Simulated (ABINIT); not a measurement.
PmS:

```
CELL_PARAMETERS angstrom
3.37943 0.00000 0.00000
0.00000 3.37943 0.00000
0.00000 0.00000 3.37943
ATOMIC_POSITIONS crystal
Pm 0.00000 0.00000 0.00000
S 0.50000 0.50000 0.50000
```

The cell comes from a database or a generator and needn't be the stable form of this composition.

Base run:

| Item | Value |
| --- | --- |
| Program | ABINIT 10.8.3 (patched build) |
| Functional | PBE |
| Potentials or basis | JTH PAW PBE v2.0 |
| Cutoff | 544 eV |
| k mesh | 6 × 6 × 6 |
| Occupations | gaussian, width 0.05 eV |
| Spin | collinear spin, ferromagnetic start |
| Starting moments | [4.0, 0.0] μB |
| Hubbard terms | Pm f U = 8 eV |

Its results: band gap on the k mesh none (metal or under the smearing width); pressure 15.9 GPa; net moment 4.92 μB per cell; site moments Pm +4.60; S -0.05 μB.

Problem. The run is repeated on the same cell with these changes: hubbard terms from Pm f U = 8 eV to Pm f U = 8 eV, J = 0.9 eV. What comes out?

Solution. Band gap on the k mesh none (metal or under the smearing width); pressure 13.1 GPa; net moment 4.93 μB per cell; site moments Pm +4.53; S -0.06 μB.

Caveats: the magnetic or orbital state may not be the lowest; spin-orbit coupling is left out, which moves the levels of the heavy elements.
